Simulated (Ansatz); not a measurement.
# C₄H₁₂InN: up Jacob's ladder to CCSD(T)

One table from this session's results is given with a row withheld; the runs are named, their logs left out.

Computed with Ansatz 0.2.0, Gaussian basis. Level: functionals in def2-TZVPP, the program's frozen cores in correlated methods.

Plan: LDA (SPW92), PBE-D4, revPBE-D4, BLYP-D4, r2SCAN-D4, B97M-V, PBE0-D4, B3LYP-D4, r2SCANh-D4, r2SCAN0-D4, HSE06-D4, BHLYP-D4, CAM-B3LYP-D4, LC-ωPBE, ωB97X-V, ωB97M-V, B2PLYP, PBE-QIDH; CCSD(T)/def2-SVP; CCSD(T)/def2-TZVPP; MP2/def2-QZVPP; extrapolation to the limit; RPA on PBE.

**The relaxed structure**

The geometry comes from an earlier relaxation with PBE0-D4 in a triple-zeta def2 set; it is a stationary point, not always the lowest conformer. In takes the def2 core potential; no spin-orbit term is included.

SMILES `CC(C)(C)[NH][InH2]`, 18 atoms, charge 0, spin multiplicity 1.

Atoms are counted from 1 here; the program's logs count them from 0.

Bond lengths: C1–C2 1.530 Å, C1–H7 1.094 Å, C1–H8 1.092 Å, C1–H9 1.094 Å, C2–C3 1.530 Å, C2–C4 1.520 Å, C2–N5 1.453 Å, C3–H10 1.092 Å, C3–H11 1.094 Å, C3–H12 1.094 Å, C4–H13 1.093 Å, C4–H14 1.092 Å, C4–H15 1.093 Å, N5–In6 2.015 Å, N5–H16 1.011 Å, In6–H17 1.716 Å, In6–H18 1.708 Å. Angles: C2–C1–H7 111.5°, C2–C1–H8 110.2°, C2–C1–H9 110.5°, H7–C1–H8 108.6°, H7–C1–H9 107.9°, H8–C1–H9 108.0°, C1–C2–C3 109.2°, C1–C2–C4 109.3°, C1–C2–N5 109.6°, C3–C2–C4 109.3°, C3–C2–N5 109.6°, C4–C2–N5 109.8°, C2–C3–H10 110.3°, C2–C3–H11 111.5°, C2–C3–H12 110.5°, H10–C3–H11 108.6°, H10–C3–H12 108.0°, H11–C3–H12 107.9° and more.

The first run:

File in.yaml:

```yaml
crystal:
  periodic: [false, false, false]
  atoms:
    - {symbol: C, position_ang: [-0.144058, -1.746885, 0.296844]}
    - {symbol: C, position_ang: [0.232183, -0.308930, -0.068033]}
    - {symbol: C, position_ang: [1.750084, -0.214122, -0.239295]}
    - {symbol: C, position_ang: [-0.445161, 0.071270, -1.374706]}
    - {symbol: N, position_ang: [-0.197287, 0.591659, 0.988876]}
    - {symbol: In, position_ang: [-1.458964, 2.161048, 1.050358]}
    - {symbol: H, position_ang: [0.185758, -2.453748, -0.469828]}
    - {symbol: H, position_ang: [-1.226512, -1.836790, 0.411801]}
    - {symbol: H, position_ang: [0.321719, -2.036372, 1.243188]}
    - {symbol: H, position_ang: [2.036946, 0.803668, -0.512892]}
    - {symbol: H, position_ang: [2.108793, -0.898343, -1.013448]}
    - {symbol: H, position_ang: [2.257651, -0.468811, 0.695507]}
    - {symbol: H, position_ang: [-0.188949, 1.093263, -1.666868]}
    - {symbol: H, position_ang: [-0.130050, -0.597699, -2.178098]}
    - {symbol: H, position_ang: [-1.532964, 0.004380, -1.287345]}
    - {symbol: H, position_ang: [0.244807, 0.355377, 1.866661]}
    - {symbol: H, position_ang: [-1.548402, 2.826433, 2.629835]}
    - {symbol: H, position_ang: [-2.265614, 2.654583, -0.372546]}
basis:
  gaussian: {orbitals: def2-TZVPP}
hamiltonian: {xc: lda}
output: {orbitals: {seedname: orbitals}}
```

Launch:

```console
> ansatz run in.yaml --threads 2 --pin off --events-out ev --progress --plain --max-ram 32768MiB --backend cuda --devices 0, --max-vram 18GiB
```

Steps of the session up to this table: LDA; PBE-D4 (GGA); revPBE-D4 (GGA); BLYP-D4 (GGA); r2SCAN-D4 (meta-GGA); B97M-V (meta-GGA); PBE0-D4 (hybrid); B3LYP-D4 (hybrid); r2SCANh-D4 (hybrid); r2SCAN0-D4 (hybrid); HSE06-D4 (hybrid); BHLYP-D4 (hybrid); CAM-B3LYP-D4 (range-separated); LC-ωPBE (range-separated); ωB97X-V (range-separated); ωB97M-V (range-separated); B2PLYP (double hybrid); PBE-QIDH (double hybrid).

One of the session's tables, all rows but one given; the rest of the session is left out.

It belongs to the step «Orbital energies across the functionals». 

| functional | HOMO (eV) | gap (eV) |
| --- | --- | --- |
| LDA (SPW92) | -5.41 | 3.40 |
| PBE-D4 | -5.20 | 3.43 |
| revPBE-D4 | -5.11 | 3.44 |
| BLYP-D4 | ? | ? |
| r2SCAN-D4 | -5.39 | 3.86 |
| B97M-V | -5.52 | 3.70 |
| PBE0-D4 | -6.37 | 5.26 |
| B3LYP-D4 | -6.18 | 4.82 |
| r2SCANh-D4 | -5.83 | 4.55 |
| r2SCAN0-D4 | -6.52 | 5.57 |
| HSE06-D4 | -5.97 | 4.51 |
| BHLYP-D4 | -7.51 | 7.00 |
| CAM-B3LYP-D4 | -7.73 | 7.39 |
| LC-ωPBE | -9.04 | 9.73 |
| ωB97X-V | -8.72 | 9.29 |
| ωB97M-V | -8.66 | 8.93 |

**Question.** Estimate the row for BLYP-D4.

Worked estimate for «HOMO (eV)». Against the share of exact exchange, B3LYP-D4 (0.2, -6.18), BHLYP-D4 (0.5, -7.51) give a slope of -4.43 per unit share; at 0 the line stands at -5.29.

**Answer.** HOMO (eV): -5.09; gap (eV): 3.36. In «HOMO (eV)» the line misses by -0.20.
